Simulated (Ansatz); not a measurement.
# CH2I: the cost of one run

Method: the levels named in each step, in Ansatz 0.2.0.

### Step 1. The system as given

Bond lengths: C1–I2 1.932 Å, C1–H3 1.087 Å, C1–H4 1.087 Å. Angles: I2–C1–H3 119.9°, I2–C1–H4 119.9°, H3–C1–H4 120.3°.

Structure file:

```xyz
4

C    -1.7376    0.0801    0.3022
I     0.1631   -0.0095   -0.0313
H    -2.3261    0.8846   -0.1315
H    -2.2146   -0.6743    0.9227
```

### Step 2. Frequencies, PBE0-D4/def2-TZVPP

input.yaml reads:

```yaml
crystal:
  periodic: [false, false, false]
  atoms:
    - { symbol: C, position_ang: [-1.73762783, 0.08006009, 0.30215273] }
    - { symbol: I, position_ang: [0.16309451, -0.00947632, -0.03127854] }
    - { symbol: H, position_ang: [-2.32605676, 0.88462588, -0.13150961] }
    - { symbol: H, position_ang: [-2.21455991, -0.67431964, 0.92270541] }
total_charge: 1
basis:
  gaussian: { orbitals: def2-TZVPP }
hamiltonian:
  xc: pbe0
  dispersion: d4
phonons: {}
```

The run is started by

```bash
ansatz run input.yaml --threads 2 --pin off --max-ram 5120MiB --backend cpu --events-out ev --progress --plain --runs-dir out
```

**Question.** How long does this run take on 2 threads of AMD EPYC 7R13 (Zen 3), shared host, and how much memory does it need?

About 17 s, with a peak of 0.18 GiB.
